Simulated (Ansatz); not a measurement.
# CH₃BBr₂: a ladder of functionals and wavefunction methods

How much do the methods differ for CH₃BBr₂? The plan is to run it at one geometry with functionals of several rungs and with coupled cluster, and see how far each lands from CCSD(T) at the basis-set limit for the atomisation energy.

Method: functionals in def2-TZVPP, the program's frozen cores in correlated methods; program: Ansatz 0.2.0, Gaussian basis.

Plan: LDA (SPW92), PBE-D4, revPBE-D4, BLYP-D4, r2SCAN-D4, B97M-V, PBE0-D4, B3LYP-D4, r2SCANh-D4, r2SCAN0-D4, HSE06-D4, BHLYP-D4, CAM-B3LYP-D4, LC-ωPBE, ωB97X-V, ωB97M-V, B2PLYP, PBE-QIDH; CCSD(T)/def2-SVP; CCSD(T)/def2-TZVPP; MP2/def2-QZVPP; extrapolation to the limit; RPA on PBE.

## 1. The relaxed structure

An earlier PBE0-D4 in a triple-zeta def2 set relaxation fixed the geometry.

SMILES `CB(Br)Br`, 7 atoms, charge 0, spin multiplicity 1.

Atoms are counted from 1 here; the program's logs count them from 0.

Bond lengths: C1–B2 1.550 Å, C1–H5 1.095 Å, C1–H6 1.095 Å, C1–H7 1.089 Å, B2–Br3 1.913 Å, B2–Br4 1.909 Å. Angles: B2–C1–H5 109.7°, B2–C1–H6 109.6°, B2–C1–H7 113.5°, H5–C1–H6 105.7°, H5–C1–H7 109.1°, H6–C1–H7 109.0°, C1–B2–Br3 120.2°, C1–B2–Br4 122.0°, Br3–B2–Br4 117.8°.

Geometry (Å):

```
atom     x (Å)     y (Å)     z (Å)
  C1  -0.00791   0.76831   0.03048
  B2  -0.01026  -0.77920  -0.05737
 Br3   1.48825  -1.78145   0.58322
 Br4  -1.47979  -1.74781  -0.79765
  H5   0.13739   1.07967   1.07035
  H6   0.85168   1.16575  -0.52004
  H7  -0.91806   1.22683  -0.35470
```

## 2. LDA

This LDA is Slater exchange with PW92 correlation.

in.yaml reads:

```yaml
crystal:
  periodic: [false, false, false]
  atoms:
    - {symbol: C, position_ang: [-0.007905, 0.768307, 0.030484]}
    - {symbol: B, position_ang: [-0.010262, -0.779198, -0.057368]}
    - {symbol: Br, position_ang: [1.488247, -1.781451, 0.583225]}
    - {symbol: Br, position_ang: [-1.479795, -1.747805, -0.797650]}
    - {symbol: H, position_ang: [0.137390, 1.079668, 1.070346]}
    - {symbol: H, position_ang: [0.851682, 1.165753, -0.520037]}
    - {symbol: H, position_ang: [-0.918058, 1.226826, -0.354700]}
basis:
  gaussian: {orbitals: def2-TZVPP}
hamiltonian: {xc: lda}
output: {orbitals: {seedname: orbitals}}
```

Command:

```
$ ansatz run in.yaml --threads 4 --pin off --events-out ev --progress --plain --max-ram 10444MiB
```

After this run come: PBE-D4 (GGA); revPBE-D4 (GGA); BLYP-D4 (GGA); r2SCAN-D4 (meta-GGA); B97M-V (meta-GGA); PBE0-D4 (hybrid); B3LYP-D4 (hybrid); r2SCANh-D4 (hybrid); r2SCAN0-D4 (hybrid); HSE06-D4 (hybrid); BHLYP-D4 (hybrid); CAM-B3LYP-D4 (range-separated); LC-ωPBE (range-separated); ωB97X-V (range-separated); ωB97M-V (range-separated); B2PLYP (double hybrid); PBE-QIDH (double hybrid); CCSD(T) in def2-SVP; CCSD(T) in def2-TZVPP; MP2 in def2-QZVPP; RPA on PBE orbitals.

Q: Predict the results of all the runs planned. Wanted: atomisation energy, CCSD(T)/CBS; farthest beyond LDA; mean size of error, GGA; mean size of error, meta-GGA; mean size of error, hybrid; mean size of error, range-separated; mean size of error, double hybrid; gap, smallest and largest; T1 diagnostic.

**Answer**, as computed:

```
                               quantity                                                                                                            value
        atomisation energy, CCSD(T)/CBS                                                                                                        25.679 eV
    functionals within 0.257 eV (1.0 %)  revPBE-D4, B97M-V, PBE0-D4, B3LYP-D4, r2SCANh-D4, r2SCAN0-D4, CAM-B3LYP-D4, LC-ωPBE, ωB97X-V, ωB97M-V, PBE-QIDH
                    farthest beyond LDA                                                                                             BHLYP-D4 (-0.702 eV)
                mean size of error, GGA                                                                                                         0.314 eV
           mean size of error, meta-GGA                                                                                                         0.197 eV
             mean size of error, hybrid                                                                                                         0.263 eV
    mean size of error, range-separated                                                                                                         0.122 eV
      mean size of error, double hybrid                                                                                                         0.231 eV
              gap, smallest and largest                                                                        4.39 eV (LDA (SPW92)), 11.59 eV (LC-ωPBE)
                          T1 diagnostic                                                                                                           0.0094
triples share of the correlation energy                                                                                                            3.7 %
```

**Reading.** The LDA atomisation energy is off by 3.623 eV (14 %): it overbinds. PBE-D4 is off by +0.578 eV. Double hybrids carry the basis error of their MP2 part in triple zeta, and no dispersion term here, so their miss is partly the set-up's. The rungs range-separated, meta-GGA, double hybrid miss on average by less than the doubt on the reference (0.257 eV), so they tie. Misses under about 0.257 eV are within the doubt on the reference itself, which lacks core-valence correlation, relativity and higher excitations, and its outer-core shells are covered unevenly. All levels share the lack of spin-orbit coupling, which lowers the free heavy atoms and so the true binding. Hartree-Fock recovers 76 % of the binding; the rest is correlation. CCSD(T) in def2-SVP is off by -1.177 eV, which most functionals beat. The gap grows from 4.4 to 11.6 eV across the functionals, mostly with the share of exact exchange. Correlated methods include outer-core shells of Br, which these sets cover unevenly.
